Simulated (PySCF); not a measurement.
# CH2BrI (bromoiodomethane) at 3 levels

We compute a comparison of 3 runs (HF/def2-SVP, M06-2X/def2-TZVP, CCSD(T)/3-21G) of CH2BrI (bromoiodomethane). Input form: a Python script.

Program for the calculation: PySCF 2.14.0.

**1. Starting point**

The species is CH2BrI (5 atoms), meant as a singlet with charge 0. As SMILES, `BrCI`. The coordinates come from a PBE0-D4/def2-TZVP relaxation.

Bond lengths: Br1–C2 1.920 Å, C2–I3 2.126 Å, C2–H4 1.084 Å, C2–H5 1.084 Å. Angles: Br1–C2–I3 114.5°, Br1–C2–H4 108.0°, Br1–C2–H5 108.0°, I3–C2–H4 107.3°, I3–C2–H5 107.3°, H4–C2–H5 111.8°.

**2. Energy and gradient at HF/def2-SVP (core potential) (run 1)**

job.py

```python
import pyscf.grad
from pyscf import gto, scf

system = gto.Mole()
system.atom = '''
Br  -1.807600  -0.091200   0.355300
C    0.027600   0.081600  -0.181200
I    1.424400  -0.779400   1.170600
H    0.257900   1.138200  -0.252900
H    0.147500  -0.422800  -1.133000
'''
system.basis = 'def2-svp'
system.charge = 0
system.verbose = 4
system.max_memory = 1860
system.ecp = {'I': 'def2-svp'}
system.build()

mf = scf.RHF(system)
mf.conv_tol = 1e-10
mf.kernel()
if not mf.converged:
    mf = mf.newton().run(mf.mo_coeff, mf.mo_occ)

e_final = mf.e_tot
print('E(%s) = %.9f' % ('HF', e_final))
grad = mf.Gradients().kernel()
mf.analyze()
```

On the command line:

```console
$ OMP_NUM_THREADS=1 python job.py
```

Log:

```text
PySCF version 2.14.0

[INPUT] num. atoms = 5
[INPUT] num. electrons = 68
[INPUT] charge = 0
[INPUT] spin (= nelec alpha-beta = 2S) = 0
[INPUT] symmetry False subgroup None
[INPUT] Mole.unit = angstrom
[INPUT] Symbol           X                Y                Z      unit          X                Y                Z       unit  Magmom
[INPUT]  1 Br    -1.807600000000  -0.091200000000   0.355300000000 AA   -3.415868942764  -0.172343022560   0.671419692058 Bohr   0.0
[INPUT]  2 C      0.027600000000   0.081600000000  -0.181200000000 AA    0.052156441038   0.154201651765  -0.342418373771 Bohr   0.0
[INPUT]  3 I      1.424400000000  -0.779400000000   1.170600000000 AA    2.691725891830  -1.472852541486   2.212113401416 Bohr   0.0
[INPUT]  4 H      0.257900000000   1.138200000000  -0.252900000000 AA    0.487360367525   2.150886274980  -0.477911736903 Bohr   0.0
[INPUT]  5 H      0.147500000000  -0.422800000000  -1.133000000000 AA    0.278734603373  -0.798976205466  -2.141059699132 Bohr   0.0

[... 52 lines left out ...]
converged SCF energy = -2907.73878516487
[... 22 lines left out ...]
MO #2   energy= -65.1495067202442  occ= 2
[... 7 lines left out ...]
MO #10  energy= -7.44866621178972  occ= 2
[... 7 lines left out ...]
MO #18  energy= -3.18593469046778  occ= 2
[... 7 lines left out ...]
MO #26  energy= -0.94686284503053  occ= 2
[... 7 lines left out ...]
MO #34  energy= -0.371214358696379 occ= 2
[... 7 lines left out ...]
MO #42  energy= 0.509882231073467  occ= 0
[... 7 lines left out ...]
MO #50  energy= 0.724998241944759  occ= 0
[... 7 lines left out ...]
MO #58  energy= 0.896966055930191  occ= 0
[... 7 lines left out ...]
MO #66  energy= 2.06161308450836   occ= 0
[... 7 lines left out ...]
MO #74  energy= 3.89870339922227   occ= 0
[... 7 lines left out ...]
MO #82  energy= 56.4409262246708   occ= 0
[... 51 lines left out ...]
pop of  2 I 7s            0.17652
pop of  2 I 4px           0.03279
pop of  2 I 4py           0.41497
pop of  2 I 4pz           0.41996
pop of  2 I 5px           1.81159
pop of  2 I 5py           1.60995
pop of  2 I 5pz           1.61135
pop of  2 I 6px           0.25697
pop of  2 I 6py           1.26389
pop of  2 I 6pz           1.66654
pop of  2 I 7px           1.25701
pop of  2 I 7py           0.01543
pop of  2 I 7pz           0.00654
pop of  2 I 4dxy          1.77011
pop of  2 I 4dyz          1.76916
pop of  2 I 4dz^2         1.77533
pop of  2 I 4dxz          1.76946
pop of  2 I 4dx2-y2       1.99822
pop of  2 I 5dxy          0.21615
pop of  2 I 5dyz          0.21947
pop of  2 I 5dz^2         0.20188
pop of  2 I 5dxz          0.22137
pop of  2 I 5dx2-y2       0.00288
pop of  3 H 1s            0.84435
pop of  3 H 2s            0.01984
pop of  3 H 2px           0.00132
pop of  3 H 2py           0.00300
pop of  3 H 2pz           0.00100
pop of  4 H 1s            0.84309
pop of  4 H 2s            0.02080
pop of  4 H 2px           0.00146
pop of  4 H 2py           0.00160
pop of  4 H 2pz           0.00282
 ** Mulliken atomic charges  **
charge of    0Br =     -0.06746
charge of    1C =     -0.90594
charge of    2I =      0.71268
charge of    3H =      0.13049
charge of    4H =      0.13023
Dipole moment(X, Y, Z, Debye):  0.65414,  0.62261, -1.18631
```

It took 14 s on 1 thread of Intel Xeon at 2.70GHz, shared host; peak memory 0.16 GiB.

**3. Energy and gradient at M06-2X/def2-TZVP (core potential) (run 2)**

input.py

```python
import pyscf.grad
from pyscf import gto, dft

mol = gto.M(
    atom='''
Br  -1.807600  -0.091200   0.355300
C    0.027600   0.081600  -0.181200
I    1.424400  -0.779400   1.170600
H    0.257900   1.138200  -0.252900
H    0.147500  -0.422800  -1.133000
''',
    basis='def2-tzvp',
    max_memory=1860,
    verbose=4,
    ecp={'I': 'def2-svp'},
)

mf = dft.RKS(mol, xc='m06-2x')
mf.conv_tol = 1e-10
mf.grids.level = 5
mf.kernel()
if not mf.converged:
    mf = mf.newton().run(mf.mo_coeff, mf.mo_occ)

e_tot = mf.e_tot
print('E(%s) = %.9f' % ('M06-2X', e_tot))
grad = mf.Gradients().kernel()
dip = mf.dip_moment()
pop, q = mf.mulliken_pop()
```

On the command line:

```console
$ OMP_NUM_THREADS=1 python input.py
```

Log:

```text
PySCF version 2.14.0

[INPUT] num. atoms = 5
[INPUT] num. electrons = 68
[INPUT] charge = 0
[INPUT] spin (= nelec alpha-beta = 2S) = 0
[INPUT] symmetry False subgroup None
[INPUT] Mole.unit = angstrom
[INPUT] Symbol           X                Y                Z      unit          X                Y                Z       unit  Magmom
[INPUT]  1 Br    -1.807600000000  -0.091200000000   0.355300000000 AA   -3.415868942764  -0.172343022560   0.671419692058 Bohr   0.0
[INPUT]  2 C      0.027600000000   0.081600000000  -0.181200000000 AA    0.052156441038   0.154201651765  -0.342418373771 Bohr   0.0
[INPUT]  3 I      1.424400000000  -0.779400000000   1.170600000000 AA    2.691725891830  -1.472852541486   2.212113401416 Bohr   0.0
[INPUT]  4 H      0.257900000000   1.138200000000  -0.252900000000 AA    0.487360367525   2.150886274980  -0.477911736903 Bohr   0.0
[INPUT]  5 H      0.147500000000  -0.422800000000  -1.133000000000 AA    0.278734603373  -0.798976205466  -2.141059699132 Bohr   0.0

[... 71 lines left out ...]
converged SCF energy = -2911.11999317462
[... 13 lines left out ...]
Dipole moment(X, Y, Z, Debye):  0.59776,  0.57460, -1.09407
[... 108 lines left out ...]
pop of  2 I 5dz^2         0.15859
pop of  2 I 5dxz          0.16146
pop of  2 I 5dx2-y2       0.15879
pop of  2 I 6dxy          0.00942
pop of  2 I 6dyz          0.00885
pop of  2 I 6dz^2         0.01014
pop of  2 I 6dxz          0.01490
pop of  2 I 6dx2-y2       0.01028
pop of  2 I 4f-3          0.00118
pop of  2 I 4f-2          0.00288
pop of  2 I 4f-1          0.00073
pop of  2 I 4f+0          0.00142
pop of  2 I 4f+1          0.00222
pop of  2 I 4f+2          0.00196
pop of  2 I 4f+3          0.00092
pop of  2 I 5f-3          0.00004
pop of  2 I 5f-2          0.00010
pop of  2 I 5f-1          0.00002
pop of  2 I 5f+0          0.00004
pop of  2 I 5f+1          0.00006
pop of  2 I 5f+2          0.00005
pop of  2 I 5f+3          0.00002
pop of  3 H 1s            0.27474
pop of  3 H 2s            0.44684
pop of  3 H 3s            0.07188
pop of  3 H 2px           0.00412
pop of  3 H 2py           0.01289
pop of  3 H 2pz           0.00389
pop of  4 H 1s            0.27473
pop of  4 H 2s            0.44684
pop of  4 H 3s            0.07190
pop of  4 H 2px           0.00378
pop of  4 H 2py           0.00577
pop of  4 H 2pz           0.01136
 ** Mulliken atomic charges  **
charge of    0Br =     -0.07993
charge of    1C =     -0.25412
charge of    2I =     -0.03720
charge of    3H =      0.18562
charge of    4H =      0.18562
```

Wall time 2.7 min (1 thread of Intel Xeon at 2.70GHz, shared host); peak memory 1.6 GiB.

**4. A single-point energy at CCSD(T)/3-21G (run 3)**

job.py

```python
from pyscf import gto, scf, cc

mol = gto.M(
    atom='''
Br    -3.415869    -0.172343     0.671420
C      0.052156     0.154202    -0.342418
I      2.691726    -1.472853     2.212113
H      0.487360     2.150886    -0.477912
H      0.278735    -0.798976    -2.141060
''',
    unit='bohr',
    charge=0,
    max_memory=1860,
    verbose=3,
    basis='3-21g',
    spin=0,
)

hf = scf.RHF(mol)
hf.conv_tol = 1e-10
hf.kernel()
if not hf.converged:
    hf = hf.newton().run(hf.mo_coeff, hf.mo_occ)

mycc = cc.CCSD(hf, frozen=28)
mycc.kernel()
e_t = mycc.ccsd_t()
e_final = mycc.e_tot + e_t
print('E(%s) = %.9f' % ('CCSD(T)', e_final))
hf.analyze()
```

On the command line:

```console
$ OMP_NUM_THREADS=1 python job.py
```

Log:

```text
converged SCF energy = -9486.15723102854
E(CCSD) = -9486.338646866256  E_corr = -0.181415837714602
CCSD(T) correction = -0.00409449159409648
E(CCSD(T)) = -9486.342741358
**** MO energy ****
MO #1   energy= -1170.01216778156  occ= 2
MO #2   energy= -486.785255923099  occ= 2
MO #3   energy= -180.05443526613   occ= 2
MO #4   energy= -168.296987955992  occ= 2
MO #5   energy= -168.295902397094  occ= 2
MO #6   energy= -168.29588482162   occ= 2
MO #7   energy= -64.7936167046581  occ= 2
MO #8   energy= -57.9820574803241  occ= 2
MO #9   energy= -57.9800270449501  occ= 2
MO #10  energy= -57.9799972314532  occ= 2
MO #11  energy= -37.8252565549591  occ= 2
MO #12  energy= -32.717297520839   occ= 2
MO #13  energy= -32.7128873985263  occ= 2
MO #14  energy= -32.7128497550752  occ= 2
MO #15  energy= -24.1683004719545  occ= 2
MO #16  energy= -24.1665603420943  occ= 2
MO #17  energy= -24.1665300374517  occ= 2
MO #18  energy= -24.1621803045339  occ= 2
MO #19  energy= -24.1621802866843  occ= 2
MO #20  energy= -11.2817203508957  occ= 2
MO #21  energy= -9.78648677693688  occ= 2
MO #22  energy= -7.36886117440085  occ= 2
MO #23  energy= -7.35734368086983  occ= 2
MO #24  energy= -7.3572134196605   occ= 2
MO #25  energy= -7.25503246072161  occ= 2
MO #26  energy= -5.38924778402662  occ= 2
MO #27  energy= -5.3764256320939   occ= 2
MO #28  energy= -5.37627774285116  occ= 2
MO #29  energy= -3.09855373106179  occ= 2
MO #30  energy= -3.09361018129449  occ= 2
MO #31  energy= -3.09348297602033  occ= 2
MO #32  energy= -3.08053914393344  occ= 2
MO #33  energy= -3.08053782608319  occ= 2
MO #34  energy= -2.43263200740222  occ= 2
MO #35  energy= -2.42722571753096  occ= 2
MO #36  energy= -2.42704606714997  occ= 2
MO #37  energy= -2.41309917114553  occ= 2
MO #38  energy= -2.41309892347042  occ= 2
MO #39  energy= -1.09246045564821  occ= 2
MO #40  energy= -0.932966658936556 occ= 2
MO #41  energy= -0.809258719785317 occ= 2
MO #42  energy= -0.656119894415792 occ= 2
MO #43  energy= -0.553010487618011 occ= 2
MO #44  energy= -0.502812416339408 occ= 2
MO #45  energy= -0.410132413951295 occ= 2
MO #46  energy= -0.400727587437115 occ= 2
MO #47  energy= -0.370242930733301 occ= 2
MO #48  energy= -0.364298943081869 occ= 2
MO #49  energy= 0.0866619207389754 occ= 0
MO #50  energy= 0.174362086484153  occ= 0
MO #51  energy= 0.271776499286905  occ= 0
MO #52  energy= 0.289111524812233  occ= 0
MO #53  energy= 0.531505406996164  occ= 0
MO #54  energy= 0.576884382059442  occ= 0
MO #55  energy= 0.58146097349444   occ= 0
MO #56  energy= 0.586760488729533  occ= 0
MO #57  energy= 0.813579681508892  occ= 0
MO #58  energy= 0.83910975902092   occ= 0
MO #59  energy= 0.855223284396078  occ= 0
MO #60  energy= 0.932327930489687  occ= 0
MO #61  energy= 0.946159640538768  occ= 0
MO #62  energy= 0.977919476607225  occ= 0
MO #63  energy= 1.07983770409101   occ= 0
MO #64  energy= 1.28675985108483   occ= 0
MO #65  energy= 1.29903774458363   occ= 0
MO #66  energy= 1.85291065696495   occ= 0
 ** Mulliken atomic charges  **
charge of    0Br =     -0.01954
charge of    1C =     -0.35810
charge of    2I =      0.08316
charge of    3H =      0.14725
charge of    4H =      0.14724
Dipole moment(X, Y, Z, Debye):  0.61411,  0.66705, -1.26011
```

Run time: 5.1 s. Hardware: 1 thread of Intel Xeon at 2.70GHz, shared host; peak memory 0.16 GiB.

**5. The series**

```
run                              level  integration grid      task   energy (Eh)  dipole moment (D) of the reference  HOMO energy (eV)  LUMO energy (eV)  wall time
  1       HF/def2-SVP (core potential)                 –  gradient  -2907.738785                                1.49            -10.10              2.16       14 s
  2  M06-2X/def2-TZVP (core potential)                 5  gradient  -2911.119993                                1.37             -8.77             -0.69    2.7 min
  3                      CCSD(T)/3-21G                 –    energy  -9486.342741                                1.55             -9.91              2.36      5.1 s
```

**6. What came out**

| quantity | value |
| --- | --- |
| run 3: total energy | -9486.34274 Eh |
| run 3: dipole moment (Hartree–Fock density) | 1.55 D |
| run 3: HOMO energy (Hartree–Fock orbitals) | -9.91 eV |
| run 3: LUMO energy (Hartree–Fock orbitals) | 2.36 eV |
| run 3: HOMO–LUMO gap (Hartree–Fock orbitals) | 12.27 eV |
| run 3: correlation energy (28 core orbitals frozen) | -185.5 mEh |
| run 3: (T) correction | -4.09 mEh |
| run 3: T1 diagnostic | 0.005 |

In words: Some runs of one species differ in core potentials or relativity; totals across that change don't compare. In run 3 relativity is left out where basis or elements ask for it. All runs together took 3 min, the longest 2.7 min.
